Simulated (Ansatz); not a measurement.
# ClZn: vertical and adiabatic energies of changing the electron count

Computed with Ansatz 0.2.0 through its Python package.

Notebook, run cell by cell (the value of a cell's last expression is shown):

```python
import ansatz as az
import numpy as np
```

```python
geometry_ang = [
    ("Cl", [-0.8175, 0.2448, -0.4292]),
    ("Zn", [0.8469, -0.305, 0.4332]),
]
system = az.Crystal.molecule()
for symbol, xyz in geometry_ang:
    system = system.atom(symbol, xyz)
```

```python
model = (
    system.calculation()
    .basis(gaussian="def2-SVP")
    .functional("r2SCAN")
    .spin("collinear", total=1)
)
symbols = [site.symbol for site in system.cartesian_sites]
start = np.array([site.position_ang for site in system.cartesian_sites], dtype=float)
data = model.relax(force_tolerance=0.01).run().report
end = np.array(data["positions_ang"])
```

```python
minimum = az.Crystal.molecule()
for symbol, place in zip(symbols, end):
    minimum = minimum.atom(symbol, place.tolist())
ion = (
    minimum.calculation()
    .basis(gaussian="def2-SVP")
    .functional("r2SCAN")
    .charge(1)
)
vertical = ion.run().report
settled = ion.relax(force_tolerance=0.01, max_steps=80).run().report
print(f"vertical ionisation energy   {vertical['free_energy_ev'] - data['free_energy_ev']:.3f} eV")
print(f"adiabatic, no zero point     {settled['free_energy_ev'] - data['free_energy_ev']:.3f} eV")
print(f"relaxation energy of the ion {vertical['free_energy_ev'] - settled['free_energy_ev']:.3f} eV")
ionised = np.array(settled["positions_ang"])
print("final positions (A) and the move of each atom")
for symbol, xyz, old in zip(symbols, ionised, end):
    print(f"{symbol:2s} {xyz[0]:10.5f} {xyz[1]:10.5f} {xyz[2]:10.5f}   {np.linalg.norm(xyz - old):7.4f}")
```

    vertical ionisation energy   8.785 eV
    adiabatic, no zero point     8.723 eV
    relaxation energy of the ion 0.062 eV
    final positions (A) and the move of each atom
    Cl   -0.86357    0.26002   -0.45307    0.0449
    Zn    0.89297   -0.32022    0.45707    0.0449

Notes:
- The settings weren't tested for convergence.
- The energies are electronic: no zero-point or thermal terms, and the basis set is short of its limit. The product may relax into another structure. Each relaxation finds its nearest minimum, which needn't be the lowest.
- The run takes the species as open-shell (spin multiplicity 2), which needn't be its ground state.
- Only the spin states typed were run; another state of an ion can lie lower, by up to an eV or two.
- The spin state was assumed, and another may lie lower.
- Run time: 32 s on 1 thread of Arm Neoverse V1 (shared host), peak memory 0.22 GiB.
